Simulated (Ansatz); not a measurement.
# BiIr (zincblende): response to moved atoms and strain

How does BiIr (zincblende) push back when it is distorted? Each run changes the relaxed cell in one way. The cell was built by placing the elements on the sites of a structure type; the runs don't test whether it is the stable form.

Computed with Ansatz 0.2.0 (DFT r²SCAN, scalar-relativistic, plane waves, PAW, unless a step's input says otherwise).

1 further run of the same task is left out (it didn't finish). Runs told in other sessions of the task aren't counted.

## 1. Starting point

The structure is cubic, space group F-43m (No. 216). Conventional cell: a = 6.076 Å, b = 6.076 Å, c = 6.076 Å, α = 90.00°, β = 90.00°, γ = 90.00°. Ir (site symmetry -43m) has 4 Bi at 2.63 Å in its first shell of neighbours. Around Bi (site symmetry -43m) lie 4 Ir at 2.63 Å.

Structure file:

```xyz
2
Lattice="0.0000 3.0380 3.0380 3.0380 0.0000 3.0380 3.0380 3.0380 0.0000" Properties=species:S:1:pos:R:3 pbc="T T T"
Ir    0.0000    0.0000    0.0000
Bi    1.5190    1.5190    1.5190
```

This cell comes from an earlier session at r²SCAN: 28.040 Å³/atom at 0.00 GPa, on a 10×10×10 mesh.

The changes: atom 2 (Bi) moved 0.12 Å along y; strain e2 = -0.01, atoms carried along; all atoms moved at random (σ = 0.03 Å), cell strained at random (1 %).

## 2. Atom 2 (Bi) moved 0.12 Å along y

Input file input.yaml:

```yaml
crystal:
  lattice:
    - [0.0, 3.038037373, 3.038037373]
    - [3.038037373, 0.0, 3.038037373]
    - [3.038037373, 3.038037373, 0.0]
  atoms:
    - { symbol: Ir, position: [0.0, 0.0, 0.0] }
    - { symbol: Bi, position: [0.2697495925, 0.2302504075, 0.2697495925] }
basis:
  ecutwfc: 500
  ecutrho_ratio: 4
kpoints:
  mp_grid: { grid: [10, 10, 10] }
hamiltonian:
  xc: r2scan
scf:
  occupations: { method: gaussian, width: 0.05 }
output:
  forces: true
  stress: true
  eigenvalues: true
  write_density: true
  write_potential: true
  elf: true
  volumetric_format: npy
```

On the command line:

```bash
> ansatz run input.yaml --threads 2 --pin off --max-ram 2662MiB --backend cpu --events-out ev --progress --plain --runs-dir out
```

The program printed (excerpt; [...] marks lines left out):

```text
Warning: RAYON_NUM_THREADS=2 ignored (pool sized by the plan → 2); use --threads N
[...]
Pseudopotentials: kind: paw
Pseudopotential: Ir, paw, valence charge 17, recommended cutoff 500 eV (meta_gga), Ir.paw.azcp
Pseudopotential: Bi, paw, valence charge 15, recommended cutoff 500 eV (meta_gga), Bi.paw.azcp
Functional definition: r2SCAN
[...]
Crystal: 2 atoms, lattice volume = 56.080 Å³
Basis set: ecut = 500 eV, 1411 PW (Γ), exchange–correlation on 128×128×128 points (64 copies of the dense FFT grid, shifted against one another)
Bands: 20, of which v1, the nominal top of the filled ones, is band 16 counted from 1 (15 counted from 0)
Symmetry: 4 space group operations
Space group: Imm2 (ITA 44), of the structure as read, at distance tolerance 3.8e-5 Å
k-points: 171 of 1000 (time reversal used)
[...]
SCF iter   1: F=—  HF=-24358.401918 eV  |F-HF|=—  |Δ(HF+E_count)|=         —  Δρ=1.21e-2  dr2=1.21e-1  dr2_τ=6.20e-2  ethr=1.77e-3  ⟨swp⟩=6.3  Hψ=15644  notcnv=0
[...]
SCF iter   7: F=-24358.406676 eV  HF=-24358.406676 eV  |F-HF|=4.93e-9  |Δ(HF+E_count)|=   3.47e-9  Δρ=3.84e-6  dr2=1.04e-8  dr2_τ=7.15e-10  ethr=3.13e-10  ⟨swp⟩=9.7  Hψ=24345  notcnv=0
[...]
SCF converged after 7 iterations
Free energy (F): -24358.406676 eV
[...]
E sigma→0 (E₀):  -24358.405758 eV
Entropy (-TS):   -0.001836 eV (-0.918 meV/atom)
Fermi energy:    11.437960 eV
[...]
--- Forces (eV/Å), atoms counted from 1 ---
  atom   1  Ir    -0.00000000     1.29879732     0.00000000
  atom   2  Bi    -0.00000000    -1.29878654     0.00000000
[...]
--- Stress (GPa, compression-positive) ---
        0.908528      -0.000000      -5.264118
        0.000000       0.004036      -0.000000
       -5.264118      -0.000000       0.908528
  P = ⅓ Tr σ = 0.6070 GPa (6.070 kbar)
--- Band table (eV; the first three rows and the last of 171) ---
  k-point 0: bands = ["-81.7805", "-38.2166", "-38.1456", "-38.0915", "-12.0022", "-12.0010", "-11.9896", "-11.9480", "-11.9465", "-1.1383", "7.5921", "7.7164", "7.9056", "9.6529", "9.6828", "14.1815", "16.4286", "16.6790", "16.7218", "18.5212"]
[...]
```

It took 29 s on 2 threads of Arm Neoverse V2, shared host; peak memory 0.62 GiB.

This gives: volume 28.040 Å³/atom, pressure 0.61 GPa, a metal on this mesh.

Forces on the atoms, as numbers:

| atom | x (eV/Å) | y (eV/Å) | z (eV/Å) |
| --- | --- | --- | --- |
| Ir1 | 0.000 | 1.299 | 0.000 |
| Bi2 | 0.000 | -1.299 | 0.000 |

Axes a, b and c in the maps are those of this run's conventional cell (a, b, c = 4.296, 4.296, 6.076 Å).

Density in a lattice plane of the grid's cell (edges 4.30 and 6.08 Å, at 0.000 of the third edge), which holds Ir and Bi.

Ten even steps from '0' (0.02 e/Å³) to '9' (8.89 e/Å³):
```
9841000000000148
5421001121100124
1100012454210001
0000014787410000
0000014787410000
0000013565310000
0000001222100000
0000000000000000
0000000000000000
0000000000000000
0000000000000000
0000000000000000
0000000000000000
0000000000000000
0000000000000000
0000000000000000
1100000000000001
5420000000000024
9851000000000158
9962000000000269
```
Columns run along the first of these edges and rows up along the second, over one cell in 16 and 20 even steps from the bottom left corner. Atoms in the plane (fractional): Ir at (0.00, 0.00), Bi at (0.50, 0.77).

ELF in the same plane.

Ten even steps from ' ' (0.01) to '@' (0.68):
```
%%@@%%**++++++++++++++++++**%%@@
@@@@##++++++++++++++++++++++##@@
****++++++++==--::--==++++++++**
==++++**++++--..::..--++++**++++
====++++++++::  ::  ::++++++++==
::----++++**==::..::==**++++----
....::==++****++++++****++==::..
    ..::==++++++++++++++==::..  
      ..::--==========--::..    
        ..::::------::::..      
          ..............        
                ..              
....                          ..
::::::..                  ..::::
==----::....          ....::----
====----::....      ....::----==
****==--::::....  ....::::--==**
@@@@##==::::::::..::::::::==##@@
%%@@@@**------------------**@@@@
==##@@##====++++++++++====##@@##
```
Columns run along the first of these edges and rows up along the second, over one cell in 16 and 20 even steps from the bottom left corner. Atoms in the plane (fractional): Ir at (0.00, 0.00), Bi at (0.50, 0.77).

Both are smooth fields of the valence electrons: close to the nuclei they are not physical.

## 3. Strain e2 = -0.01, atoms carried along

Input file input.yaml:

```yaml
crystal:
  lattice:
    - [0.0, 3.0076569993, 3.038037373]
    - [3.038037373, 0.0, 3.038037373]
    - [3.038037373, 3.0076569993, 0.0]
  atoms:
    - { symbol: Ir, position: [0.0, 0.0, 0.0] }
    - { symbol: Bi, position: [0.25, 0.25, 0.25] }
basis:
  ecutwfc: 500
  ecutrho_ratio: 4
kpoints:
  mp_grid: { grid: [10, 10, 10] }
hamiltonian:
  xc: r2scan
scf:
  occupations: { method: gaussian, width: 0.05 }
output:
  forces: true
  stress: true
  eigenvalues: true
```

On the command line:

```bash
> ansatz run input.yaml --threads 2 --pin off --max-ram 2662MiB --backend cpu --events-out ev --progress --plain --runs-dir out
```

The program printed (excerpt; [...] marks lines left out):

```text
Warning: RAYON_NUM_THREADS=2 ignored (pool sized by the plan → 2); use --threads N
[...]
Pseudopotentials: kind: paw
Pseudopotential: Ir, paw, valence charge 17, recommended cutoff 500 eV (meta_gga), Ir.paw.azcp
Pseudopotential: Bi, paw, valence charge 15, recommended cutoff 500 eV (meta_gga), Bi.paw.azcp
Functional definition: r2SCAN
[...]
Crystal: 2 atoms, lattice volume = 55.519 Å³
Basis set: ecut = 500 eV, 1411 PW (Γ), exchange–correlation on 128×128×128 points (64 copies of the dense FFT grid, shifted against one another)
Bands: 20, of which v1, the nominal top of the filled ones, is band 16 counted from 1 (15 counted from 0)
Symmetry: 8 space group operations
Space group: I-4m2 (ITA 119), of the structure as read, at distance tolerance 3.8e-5 Å
k-points: 102 of 1000 (time reversal used)
[...]
SCF iter   1: F=—  HF=-24358.477678 eV  |F-HF|=—  |Δ(HF+E_count)|=         —  Δρ=1.21e-2  dr2=1.19e-1  dr2_τ=6.16e-2  ethr=1.77e-3  ⟨swp⟩=6.2  Hψ=9329  notcnv=0
[...]
SCF iter   7: F=-24358.482624 eV  HF=-24358.482624 eV  |F-HF|=1.60e-9  |Δ(HF+E_count)|=   6.04e-8  Δρ=2.25e-6  dr2=4.12e-9  dr2_τ=1.29e-10  ethr=3.13e-10  ⟨swp⟩=5.7  Hψ=7798  notcnv=0
[...]
SCF converged after 7 iterations
Free energy (F): -24358.482624 eV
[...]
E sigma→0 (E₀):  -24358.481748 eV
Entropy (-TS):   -0.001753 eV (-0.877 meV/atom)
Fermi energy:    11.615863 eV
[...]
--- Forces (eV/Å), atoms counted from 1 ---
  atom   1  Ir    -0.00000000    -0.00000000    -0.00000000
  atom   2  Bi    -0.00000000    -0.00000000    -0.00000000
[...]
--- Stress (GPa, compression-positive) ---
        0.962253      -0.000000      -0.000000
        0.000000       1.010473       0.000000
       -0.000000       0.000000       0.962253
  P = ⅓ Tr σ = 0.9783 GPa (9.783 kbar)
--- Band table (eV; the first three rows and the last of 102) ---
  k-point 0: bands = ["-81.6269", "-38.0012", "-38.0012", "-37.9917", "-11.8256", "-11.8256", "-11.8251", "-11.7746", "-11.7745", "-1.0095", "7.8695", "7.8695", "7.8763", "9.7925", "9.8267", "14.4278", "16.8849", "16.8849", "16.9418", "18.7155"]
[...]
```

Run time: 11 s. Hardware: 2 threads of Arm Neoverse V2, shared host; peak memory 0.56 GiB.

Read off: volume 27.760 Å³/atom, pressure 0.98 GPa, a metal on this mesh.

## 4. All atoms moved at random (σ = 0.03 Å), cell strained at random (1 %)

Input file input.yaml:

```yaml
crystal:
  lattice:
    - [0.0177189294, 3.0201723979, 3.0274336378]
    - [3.0518228635, 0.0358836581, 3.0092689091]
    - [3.0855099734, 3.0356947791, 0.0021965482]
  atoms:
    - { symbol: Ir, position: [0.0033566767, 0.0066936133, -0.0087584689] }
    - { symbol: Bi, position: [0.2466433233, 0.2433063867, 0.2587584689] }
basis:
  ecutwfc: 500
  ecutrho_ratio: 4
kpoints:
  mp_grid: { grid: [10, 10, 10] }
hamiltonian:
  xc: r2scan
scf:
  occupations: { method: gaussian, width: 0.05 }
output:
  forces: true
  stress: true
  eigenvalues: true
```

On the command line:

```bash
> ansatz run input.yaml --threads 2 --pin off --max-ram 2662MiB --backend cpu --events-out ev --progress --plain --runs-dir out
```

The program printed (excerpt; [...] marks lines left out):

```text
Warning: RAYON_NUM_THREADS=2 ignored (pool sized by the plan → 2); use --threads N
[...]
Pseudopotentials: kind: paw
Pseudopotential: Ir, paw, valence charge 17, recommended cutoff 500 eV (meta_gga), Ir.paw.azcp
Pseudopotential: Bi, paw, valence charge 15, recommended cutoff 500 eV (meta_gga), Bi.paw.azcp
Functional definition: r2SCAN
[...]
Crystal: 2 atoms, lattice volume = 55.573 Å³
Basis set: ecut = 500 eV, 1421 PW (Γ), exchange–correlation on 128×128×128 points (64 copies of the dense FFT grid, shifted against one another)
Bands: 20, of which v1, the nominal top of the filled ones, is band 16 counted from 1 (15 counted from 0)
Symmetry: 1 space group operations
Space group: P1 (ITA 1), of the structure as read, at distance tolerance 3.8e-5 Å
k-points: 504 of 1000 (time reversal used)
[...]
SCF iter   1: F=—  HF=-24358.464471 eV  |F-HF|=—  |Δ(HF+E_count)|=         —  Δρ=1.20e-2  dr2=1.18e-1  dr2_τ=6.16e-2  ethr=1.77e-3  ⟨swp⟩=6.2  Hψ=45879  notcnv=0
[...]
SCF iter   7: F=-24358.469889 eV  HF=-24358.469889 eV  |F-HF|=2.42e-9  |Δ(HF+E_count)|=   4.84e-8  Δρ=3.51e-6  dr2=8.53e-9  dr2_τ=7.35e-10  ethr=3.13e-10  ⟨swp⟩=6.7  Hψ=46442  notcnv=0
[...]
SCF converged after 7 iterations
Free energy (F): -24358.469889 eV
[...]
E sigma→0 (E₀):  -24358.469049 eV
Entropy (-TS):   -0.001678 eV (-0.839 meV/atom)
Fermi energy:    11.600438 eV
[...]
--- Forces (eV/Å), atoms counted from 1 ---
  atom   1  Ir     0.30256434     0.29752798    -0.42228539
  atom   2  Bi    -0.30255210    -0.29755994     0.42228154
[...]
--- Stress (GPa, compression-positive) ---
        0.944322       1.970076      -1.287977
        1.970076       0.935674      -0.984216
       -1.287977      -0.984216       0.724531
  P = ⅓ Tr σ = 0.8682 GPa (8.682 kbar)
--- Band table (eV; the first three rows and the last of 504) ---
  k-point 0: bands = ["-81.6424", "-38.0455", "-38.0018", "-37.9931", "-11.8472", "-11.8435", "-11.8401", "-11.7931", "-11.7923", "-1.0225", "7.7588", "7.8711", "7.9588", "9.7696", "9.8214", "14.3974", "16.7699", "16.8692", "16.8976", "18.6228"]
[...]
```

Run time: 50 s. Hardware: 2 threads of Arm Neoverse V2, shared host; peak memory 1 GiB.

Read off: volume 27.786 Å³/atom, pressure 0.87 GPa, no gap.

Forces on the atoms, as numbers:

| atom | x (eV/Å) | y (eV/Å) | z (eV/Å) |
| --- | --- | --- | --- |
| Ir1 | 0.303 | 0.298 | -0.422 |
| Bi2 | -0.303 | -0.298 | 0.422 |

## 5. The distortions side by side

| change | change of free energy (meV/atom) | largest force (eV/Å) | largest change of stress (GPa) |
| --- | --- | --- | --- |
| atom 2 (Bi) moved 0.12 Å along y | 38.86 | 1.299 | 5.26 |
| strain e2 = -0.01, atoms carried along | 0.88 | 0.000 | 1.01 |
| all atoms moved at random (σ = 0.03 Å), cell strained at random (1 %) | 7.25 | 0.599 | 1.97 |

Moving atom 2 by 0.12 Å meets a restoring force of 1.299 eV/Å along the move, a force constant of about 10.8 eV/Å². The strain e2 = -0.01 changes that stress component by +1.01 GPa (compression positive), a ratio of 101 GPa; that is a secant over a finite strain with the atoms carried along, not the elastic constant. No change lowers the energy by more than 0.5 meV/atom; other distortions weren't tried. Spin–orbit coupling is left out, though the cell holds Bi; in elements this heavy it can shift levels and gaps by tenths of an eV.
